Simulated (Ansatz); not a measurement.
**C₃HF₅: geometry at several levels**

Program: Ansatz 0.2.0. Level of theory: the levels named in each step. These are calculated values, not measurements.

### 1 Starting point

Bond lengths: F1–C2 1.322 Å, C2–C3 1.328 Å, C3–F4 1.336 Å, C3–C5 1.513 Å, C5–F6 1.339 Å, C5–F7 1.335 Å, C5–F8 1.335 Å, C2–H9 1.081 Å. Angles: F1–C2–C3 122.7°, F1–C2–H9 114.0°, C3–C2–H9 123.3°, C2–C3–F4 123.6°, C2–C3–C5 123.0°, F4–C3–C5 113.4°, C3–C5–F6 111.0°, C3–C5–F7 112.1°, C3–C5–F8 112.1°, F6–C5–F7 107.1°, F6–C5–F8 107.1°, F7–C5–F8 107.2°.

Structure file:

```xyz
9

F     2.7862   -0.0059    0.2406
C     1.5493   -0.4720    0.2396
C     0.4949    0.2913   -0.0233
F     0.5784    1.5937   -0.3109
C    -0.9231   -0.2350   -0.0261
F    -0.9496   -1.5413    0.2675
F    -1.5112   -0.0879   -1.2154
F    -1.6908    0.3851    0.8727
H     1.4770   -1.5249    0.4715
```

### 2 A rough first relaxation, PBE-D4/def2-SVP

This run stands in another session on the same molecule. It ended at:

```xyz
9

F     2.7944    0.0152    0.2363
C     1.5573   -0.4770    0.2418
C     0.4829    0.2886   -0.0238
F     0.5721    1.5915   -0.3109
C    -0.9281   -0.2414   -0.0252
F    -0.9456   -1.5606    0.2722
F    -1.5086   -0.0720   -1.2327
F    -1.6905    0.4070    0.8816
H     1.4771   -1.5484    0.4768
```

### 3 Relaxation, r2SCAN-D4/def2-TZVPP

Contents of input.yaml:

```yaml
crystal:
  periodic: [false, false, false]
  atoms:
    - { symbol: F, position_ang: [2.79442091, 0.01515302, 0.23629116] }
    - { symbol: C, position_ang: [1.55726005, -0.47696343, 0.24175655] }
    - { symbol: C, position_ang: [0.48287358, 0.28862246, -0.02375963] }
    - { symbol: F, position_ang: [0.57209311, 1.59147357, -0.31088749] }
    - { symbol: C, position_ang: [-0.92814726, -0.24135281, -0.02515946] }
    - { symbol: F, position_ang: [-0.94555132, -1.56057009, 0.27215959] }
    - { symbol: F, position_ang: [-1.5085852, -0.07198505, -1.23271055] }
    - { symbol: F, position_ang: [-1.69048803, 0.40695519, 0.88162348] }
    - { symbol: H, position_ang: [1.47713416, -1.54835287, 0.47679636] }
basis:
  gaussian: { orbitals: def2-TZVPP }
hamiltonian:
  xc: r2scan
  dispersion: d4
relax:
  f_tol: 0.002
  max_steps: 150
```

The run is started by

```bash
$ ansatz run input.yaml --threads 4 --pin off --max-ram 10240MiB --backend cpu --events-out ev --progress --plain --runs-dir out
```

**Question.** How long does this run take on 4 threads of Arm Neoverse V1, shared host, and how much memory does it need?

About 44 s, with a peak of 0.38 GiB.
